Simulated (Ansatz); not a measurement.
# C₃H₁₂BN: a ladder of functionals and wavefunction methods

The task here is to estimate one member of a computed series from the others.

Program: Ansatz 0.2.0, Gaussian basis. Level of theory: functionals in def2-TZVPP, the program's frozen cores in correlated methods. These are calculated values, not measurements.

The runs, in order: LDA (SPW92), PBE-D4, revPBE-D4, BLYP-D4, r2SCAN-D4, B97M-V, PBE0-D4, B3LYP-D4, r2SCANh-D4, r2SCAN0-D4, HSE06-D4, BHLYP-D4, CAM-B3LYP-D4, LC-ωPBE, ωB97X-V, ωB97M-V, B2PLYP, PBE-QIDH; CCSD(T)/def2-SVP; CCSD(T)/def2-TZVPP; MP2/def2-QZVPP; extrapolation to the limit; RPA on PBE.

## The geometry

The geometry comes from an earlier relaxation with PBE0-D4 in a triple-zeta def2 set; it is a stationary point, not always the lowest conformer.

17 atoms, charge 0, spin multiplicity 1.

Atoms are counted from 1 here; the program's logs count them from 0.

Bond lengths: C1–N2 1.468 Å, C1–H6 1.088 Å, C1–H7 1.089 Å, C1–H8 1.092 Å, N2–B3 1.652 Å, N2–H9 1.018 Å, N2–H10 1.016 Å, B3–C4 1.611 Å, B3–C5 1.613 Å, B3–H11 1.225 Å, C4–H12 1.100 Å, C4–H13 1.096 Å, C4–H14 1.095 Å, C5–H15 1.094 Å, C5–H16 1.098 Å, C5–H17 1.100 Å. Angles: N2–C1–H6 108.8°, N2–C1–H7 108.2°, N2–C1–H8 111.7°, H6–C1–H7 108.5°, H6–C1–H8 109.6°, H7–C1–H8 110.0°, C1–N2–B3 115.9°, C1–N2–H9 110.1°, C1–N2–H10 110.0°, B3–N2–H9 107.7°, B3–N2–H10 106.5°, H9–N2–H10 106.3°, N2–B3–C4 107.7°, N2–B3–C5 105.0°, N2–B3–H11 102.6°, C4–B3–C5 114.1°, C4–B3–H11 113.3°, C5–B3–H11 112.8° and more.

Set-up of the first run:

Contents of in.yaml:

```yaml
crystal:
  periodic: [false, false, false]
  atoms:
    - {symbol: C, position_ang: [-1.932169, -0.228957, -0.777445]}
    - {symbol: N, position_ang: [-0.624819, -0.784811, -0.408357]}
    - {symbol: B, position_ang: [0.295349, 0.144657, 0.600091]}
    - {symbol: C, position_ang: [0.639642, 1.515755, -0.173482]}
    - {symbol: C, position_ang: [1.585689, -0.760897, 0.943393]}
    - {symbol: H, position_ang: [-1.776720, 0.699205, -1.323165]}
    - {symbol: H, position_ang: [-2.476556, -0.003634, 0.138247]}
    - {symbol: H, position_ang: [-2.507296, -0.923562, -1.392595]}
    - {symbol: H, position_ang: [-0.075711, -0.970488, -1.244711]}
    - {symbol: H, position_ang: [-0.747314, -1.679767, 0.056681]}
    - {symbol: H, position_ang: [-0.443002, 0.304176, 1.563887]}
    - {symbol: H, position_ang: [1.175834, 1.350417, -1.119921]}
    - {symbol: H, position_ang: [-0.224923, 2.151596, -0.395846]}
    - {symbol: H, position_ang: [1.306766, 2.123664, 0.445915]}
    - {symbol: H, position_ang: [2.230016, -0.241259, 1.659094]}
    - {symbol: H, position_ang: [1.342300, -1.728137, 1.403509]}
    - {symbol: H, position_ang: [2.213713, -0.968558, 0.064807]}
basis:
  gaussian: {orbitals: def2-TZVPP}
hamiltonian: {xc: lda}
output: {orbitals: {seedname: orbitals}}
```

On the command line:

```sh
> ansatz run in.yaml --threads 4 --pin off --events-out ev --progress --plain --max-ram 11315MiB
```

Steps of the session up to this table: LDA; PBE-D4 (GGA); revPBE-D4 (GGA); BLYP-D4 (GGA); r2SCAN-D4 (meta-GGA); B97M-V (meta-GGA); PBE0-D4 (hybrid); B3LYP-D4 (hybrid); r2SCANh-D4 (hybrid); r2SCAN0-D4 (hybrid); HSE06-D4 (hybrid); BHLYP-D4 (hybrid); CAM-B3LYP-D4 (range-separated); LC-ωPBE (range-separated); ωB97X-V (range-separated); ωB97M-V (range-separated); B2PLYP (double hybrid); PBE-QIDH (double hybrid).

One of the session's tables, all rows but one given; the rest of the session is left out.

It belongs to the step «Orbital energies across the functionals». 

```
  functional  HOMO (eV)  LUMO (eV)  gap (eV)
 LDA (SPW92)      -6.02      -0.64      5.38
      PBE-D4      -5.97      -0.48      5.48
   revPBE-D4      -5.93      -0.40      5.53
     BLYP-D4          ?          ?         ?
   r2SCAN-D4      -6.23       0.21      6.44
      B97M-V      -6.33      -0.31      6.02
     PBE0-D4      -7.27       0.36      7.63
    B3LYP-D4      -7.11       0.00      7.12
  r2SCANh-D4      -6.72       0.46      7.17
  r2SCAN0-D4      -7.45       0.81      8.26
    HSE06-D4      -6.87      -0.01      6.86
    BHLYP-D4      -8.58       0.97      9.54
CAM-B3LYP-D4      -8.72       1.11      9.83
     LC-ωPBE     -10.03       2.45     12.48
     ωB97X-V      -9.72       2.22     11.94
     ωB97M-V      -9.59       1.76     11.35
```

Estimate the missing values for BLYP-D4.

Worked estimate for «HOMO (eV)». Against the share of exact exchange, B3LYP-D4 (0.2, -7.11), BHLYP-D4 (0.5, -8.58) give a slope of -4.90 per unit share; at 0 the line stands at -6.13.

**Answer.** HOMO (eV): -5.91; LUMO (eV): -0.50; gap (eV): 5.41. In «HOMO (eV)» the line misses by -0.22.
